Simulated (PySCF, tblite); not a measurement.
# C8H9O radical: geometry, infrared bands and EPR parameters

Wanted: the infrared bands and EPR parameters of C8H9O radical (`CCc1cccc([O])c1`), by calculation.

Computed with tblite 0.8.0 and PySCF 2.14.0, with density-fitted response routines of our own, on a single molecule in the gas phase. Atoms are numbered from 0 throughout.

## (1) The molecule as given

18 atoms, charge 0, multiplicity 2; geometry from: force field or distance geometry start.

Bonds of the start (Å): C0–C1 1.53, C1–C2 1.49, C2–C3 1.38, C3–C4 1.38, C4–C5 1.40, C5–C6 1.39, C6–O7 1.39, C6–C8 1.38, C8–C2 1.39, C0–H9 1.10, C0–H10 1.11, C0–H11 1.11, C1–H12 1.08, C1–H13 1.12, C3–H14 1.07, C4–H15 1.09, C5–H16 1.10, C8–H17 1.09.

## (2) Optimising the geometry with GFN2-xTB

What the job is given:

```
{"job": {"kind": "relax", "xc": "GFN2-xTB", "basis": "xTB"}, "charge": 0, "multiplicity": 2}
C      2.460200    -0.249100     0.232900
C      1.574200     0.281200    -0.890500
C      0.124800     0.150600    -0.590400
C     -0.484400    -1.015700    -1.009300
C     -1.834400    -1.156900    -0.737600
C     -2.571600    -0.150800    -0.107700
C     -1.938300     1.018200     0.285800
O     -2.668600     2.012700     0.928700
C     -0.583800     1.164400     0.044300
H      3.505900    -0.107800    -0.080100
H      2.319900    -1.334800     0.409700
H      2.325500     0.364200     1.150300
H      1.884700    -0.218700    -1.796900
H      1.813000     1.376900    -0.979300
H      0.066200    -1.798600    -1.493500
H     -2.319200    -2.083500    -1.051600
H     -3.640900    -0.312600     0.073800
H     -0.041900     2.066500     0.335100
```

On the command line:

```sh
OMP_NUM_THREADS=1 python probes_run.py task.json out
```

One launch serves the whole session: the jobs run in the order shown.

**Question.** This job is followed by: GFN2-xTB harmonic vibrations, gas phase; UKS B3LYP, pcH-1 on C H O, non-relativistic, mean-field spin-orbit, GIAO. What will the session give for the following? strongest single infrared mode (GFN2-xTB); zero-point energy (GFN2-xTB); g(iso) (B3LYP); ⟨S²⟩; largest a(iso) (averaged by class); potential on the surface of density 0.002 e/bohr³, 1st and 99th percentile.

**Answer**, as computed:

```
                                                                  quantity                  value
                                 strongest single infrared mode (GFN2-xTB)  1543 cm⁻¹, 192 km/mol
                                              zero-point energy (GFN2-xTB)          90.6 kcal/mol
                                                            g(iso) (B3LYP)                2.00591
                                                                      ⟨S²⟩     0.786 (exact 0.75)
                                        largest a(iso) (averaged by class)   13C on C6, -35.9 MHz
potential on the surface of density 0.002 e/bohr³, 1st and 99th percentile     -1.83 V and 1.22 V
```

What this shows: Relaxing lowered the energy by 0.742 eV in 47 steps; the close pair that moved most is C6–O7, from 1.391 to 1.238 Å. No mode is imaginary among the 48: a minimum at this level. The strongest single mode, at 1543 cm⁻¹, moves mainly C6. Unscaled tight-binding wavenumbers are off by several per cent, some by more. Its intensities can rank the bands wrongly. The largest spin populations lie on C3 (0.43 e), O7 (0.40 e), C5 (0.33 e), C8 (0.31 e). The isotropic g lies 3.6 ppt above the free-electron value. The conformer search found further structures of the same energy, which may be mirror or relabelled copies of this one.
